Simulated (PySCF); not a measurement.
# OsSF₂: relaxation and vibrations of the singlet

The task is one start of a wider search on OsSF₂: the singlet, from a B3LYP minimum start. It is relaxed, tested by its Hessian and followed downhill if it is a saddle.

Method: B3LYP, basis Os def2-SVP with ECP60, S def2-SVP, F def2-SVP, scalar-relativistic core potentials, no spin–orbit coupling, density fitting; program: PySCF 2.14.0.

## (1) The system as given

4 atoms, charge 0, spin multiplicity 1.

Bond lengths: Os1–S2 2.039 Å, Os1–F3 1.859 Å, Os1–F4 1.859 Å. Angles: S2–Os1–F3 123.3°, S2–Os1–F4 123.3°, F3–Os1–F4 113.5°.

Coordinates in bohr (charge 0 multiplicity 1):
```
Os   -0.1907    0.0000    0.0000
S     3.6623    0.0000    0.0000
F    -2.1180   -2.9379    0.0000
F    -2.1180    2.9379    0.0000
```

## (2) First SCF at the start

One driver script runs all steps and calls PySCF; scf.py shows how it sets up the SCF of each step. The optimiser is the driver's own. After this first run the driver tries any further starts and a stability analysis.

The input, scf.py:

```python
from pyscf import gto, scf, dft
mol = gto.M(atom='''
Os    -0.100930     0.000000    -0.000000
S      1.938000    -0.000000     0.000000
F     -1.120810    -1.554650     0.000000
F     -1.120810     1.554650     0.000000''',
    basis={'Os': 'def2-SVP', 'S': 'def2-SVP', 'F': 'def2-SVP'},
    ecp={'Os': 'def2-SVP'},
    charge=0, spin=0)
mf = dft.RKS(mol, xc='B3LYP')
mf.grids.atom_grid = (50, 194)
aux = {'Os': 'def2-universal-JKFIT', 'S': 'def2-universal-JKFIT', 'F': 'def2-universal-JKFIT'}
mf = mf.density_fit(auxbasis=aux)
mf.conv_tol = 1e-08
mf.diis_space = 10
mf.max_cycle = 60
mf.init_guess = 'minao'
mf.verbose = 4
mf.kernel()
```

Command:

```console
$ OMP_NUM_THREADS=2 python axn.py task.json out
```

After this run come: Relaxation: B3LYP minimum start, singlet; Is it a minimum? Harmonic modes; The broken-symmetry singlet; Is it a minimum? Harmonic modes.

**Question.** What will these runs give? Wanted: minimum; geometry; wavenumbers; dipole moment; highest occupied, lowest empty level; polar-tensor charge of Os1; zero-point energy; atomisation energy; ⟨S²⟩.

The runs gave:

| quantity | value |
| --- | --- |
| minimum | broken-symmetry (Ms = 0), C2v |
| geometry | Os–F 1.856 Å (×2), Os–S 2.058 Å; F–Os–F 127.1°, F–Os–S 116.4° (×2) |
| wavenumbers (cm⁻¹) | 149, 188, 284, 567, 708, 997 |
| dipole moment | 0.88 D |
| highest occupied, lowest empty level (either spin) | -7.02, -4.40 eV |
| polar-tensor charge of Os1 | -0.29 e |
| zero-point energy | 17.3 kJ/mol |
| entropy at 298.15 K | 315.3 J/(mol K) |
| atomisation energy (no zero-point energy) | 1261 kJ/mol |
| ⟨S²⟩ | 0.784 |

In words: The molecule stays C2v, as typed, and the end point is a minimum. The determinant is spin-contaminated (⟨S²⟩ = 0.78 against 0.00), so it is no pure spin state. The strongest infrared band lies at 997 cm⁻¹ (stretch). Other starts or spin states, not run here, may lie lower. The SCF density has lower symmetry than the nuclear frame. Spin–orbit coupling, left out here, can matter for elements this heavy.
